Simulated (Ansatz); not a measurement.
# BrH3OSiSn: how energies converge with the basis set

Aim: see how fast density functionals converge with the basis set for BrH3OSiSn.

Computed with Ansatz 0.2.0, Gaussian basis. Level: one geometry, several basis sets.

Levels to be run: PBE0-D4/def2-SVP; ωB97M-V/def2-SVP; PBE0-D4/def2-QZVPP; ωB97M-V/def2-QZVPP; the functionals' def2-TZVPP values are taken from earlier runs.

## (1) The geometry

All runs share one geometry, relaxed beforehand with PBE0-D4 in a triple-zeta def2 set. Sn takes the def2 core potential; no spin-orbit term is included.

SMILES `[SiH3][O][Sn][Br]`, 7 atoms, charge 0, spin multiplicity 1.

Atoms are counted from 1 here; the program's logs count them from 0.

Bond lengths: Si1–O2 1.642 Å, Si1–H5 1.487 Å, Si1–H6 1.487 Å, Si1–H7 1.487 Å, O2–Sn3 1.964 Å, Sn3–Br4 2.536 Å. Angles: O2–Si1–H5 111.0°, O2–Si1–H6 108.3°, O2–Si1–H7 111.0°, H5–Si1–H6 108.9°, H5–Si1–H7 108.8°, H6–Si1–H7 108.8°, Si1–O2–Sn3 140.4°, O2–Sn3–Br4 97.5°.

## (2) PBE0-D4 in def2-SVP

in.yaml

```yaml
crystal:
  periodic: [false, false, false]
  atoms:
    - {symbol: Si, position_ang: [0.097084, 0.951333, 0.156620]}
    - {symbol: O, position_ang: [-0.001104, -0.428710, 1.041668]}
    - {symbol: Sn, position_ang: [-0.176769, -2.370208, 0.803370]}
    - {symbol: Br, position_ang: [-0.244512, -2.388211, -1.731901]}
    - {symbol: H, position_ang: [-1.121244, 1.139534, -0.675599]}
    - {symbol: H, position_ang: [0.220074, 2.098270, 1.094590]}
    - {symbol: H, position_ang: [1.287772, 0.929992, -0.734449]}
basis:
  gaussian: {orbitals: def2-SVP}
hamiltonian: {xc: pbe0, dispersion: d4}
output: {orbitals: {seedname: orbitals}}
```

Started as:

```sh
$ ansatz run in.yaml --threads 4 --pin off --events-out ev --progress --plain --max-ram 10444MiB
```

After this run come: ωB97M-V in def2-SVP; PBE0-D4 in def2-QZVPP; ωB97M-V in def2-QZVPP.

Q: Predict the results of all the runs planned. Wanted: PBE0-D4: double and triple zeta above quadruple; ωB97M-V: double and triple zeta above quadruple.

**Answer**, as computed:

| quantity | value |
| --- | --- |
| PBE0-D4: double and triple zeta above quadruple | 16.16, 1.89 eV |
| ωB97M-V: double and triple zeta above quadruple | 16.13, 1.80 eV |

For PBE0-D4 the step from double to triple zeta gains 14.27 eV and the next only 1.89 eV. These are total energies; as a rule much of such shifts cancels in differences, which this series doesn't test.
